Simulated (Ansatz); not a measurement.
# GeH₄S: a ladder of functionals and wavefunction methods

An exercise on one series of results from a longer session: the logs are not shown, and one member is left open.

Method: functionals in def2-TZVPP, the program's frozen cores in correlated methods; program: Ansatz 0.2.0, Gaussian basis.

Plan: LDA (SPW92), PBE-D4, revPBE-D4, BLYP-D4, r2SCAN-D4, B97M-V, PBE0-D4, B3LYP-D4, r2SCANh-D4, r2SCAN0-D4, HSE06-D4, BHLYP-D4, CAM-B3LYP-D4, LC-ωPBE, ωB97X-V, ωB97M-V, B2PLYP, PBE-QIDH; CCSD(T)/def2-SVP; CCSD(T)/def2-TZVPP; MP2/def2-QZVPP; extrapolation to the limit; RPA on PBE.

## The geometry

The geometry comes from an earlier relaxation with PBE0-D4 in a triple-zeta def2 set; it is a stationary point.

SMILES `[SH][GeH3]`, 6 atoms, charge 0, spin multiplicity 1.

Atoms are counted from 1 here; the program's logs count them from 0.

Bond lengths: S1–Ge2 2.224 Å, S1–H3 1.343 Å, Ge2–H4 1.536 Å, Ge2–H5 1.536 Å, Ge2–H6 1.533 Å. Angles: Ge2–S1–H3 94.6°, S1–Ge2–H4 110.4°, S1–Ge2–H5 110.4°, S1–Ge2–H6 104.8°, H4–Ge2–H5 109.8°, H4–Ge2–H6 110.6°, H5–Ge2–H6 110.6°.

Set-up of the first run:

Input file in.yaml:

```yaml
crystal:
  periodic: [false, false, false]
  atoms:
    - {symbol: S, position_ang: [0.843356, -1.117412, 1.012156]}
    - {symbol: Ge, position_ang: [-0.180024, 0.501495, -0.118559]}
    - {symbol: H, position_ang: [0.574451, -2.069214, 0.103776]}
    - {symbol: H, position_ang: [-1.667631, 0.166271, -0.305924]}
    - {symbol: H, position_ang: [0.485582, 0.702361, -1.488652]}
    - {symbol: H, position_ang: [-0.013634, 1.752498, 0.751002]}
basis:
  gaussian: {orbitals: def2-TZVPP}
hamiltonian: {xc: lda}
output: {orbitals: {seedname: orbitals}}
```

Among the steps run: LDA; PBE-D4 (GGA); revPBE-D4 (GGA); BLYP-D4 (GGA); r2SCAN-D4 (meta-GGA); B97M-V (meta-GGA); PBE0-D4 (hybrid); B3LYP-D4 (hybrid); r2SCANh-D4 (hybrid); r2SCAN0-D4 (hybrid); HSE06-D4 (hybrid); BHLYP-D4 (hybrid); CAM-B3LYP-D4 (range-separated); LC-ωPBE-D4 (range-separated; the results give it without D4); ωB97X-V (range-separated); ωB97M-V (range-separated); B2PLYP (double hybrid); PBE-QIDH (double hybrid).

One table of the session follows, with a row left open; its other results are not shown here.

It belongs to the step «Orbital energies across the functionals». 

| functional | HOMO (eV) | gap (eV) |
| --- | --- | --- |
| LDA (SPW92) | -6.17 | 5.03 |
| PBE-D4 | -6.08 | 5.18 |
| revPBE-D4 | -6.05 | 5.23 |
| BLYP-D4 | -5.92 | 5.08 |
| r2SCAN-D4 | -6.37 | 5.78 |
| B97M-V | -6.48 | 5.83 |
| PBE0-D4 | -7.32 | 7.33 |
| B3LYP-D4 | -7.07 | 6.80 |
| r2SCANh-D4 | -6.82 | 6.55 |
| r2SCAN0-D4 | -7.50 | 7.70 |
| HSE06-D4 | -6.92 | 6.55 |
| BHLYP-D4 | -8.41 | 9.32 |
| CAM-B3LYP-D4 | -8.64 | 9.63 |
| LC-ωPBE | ? | ? |
| ωB97X-V | -9.69 | 11.77 |
| ωB97M-V | -9.51 | 11.37 |

Estimate the missing values for LC-ωPBE.

The run gave: HOMO (eV): -10.06; gap (eV): 12.27. In the column «HOMO (eV)» it is the lowest.
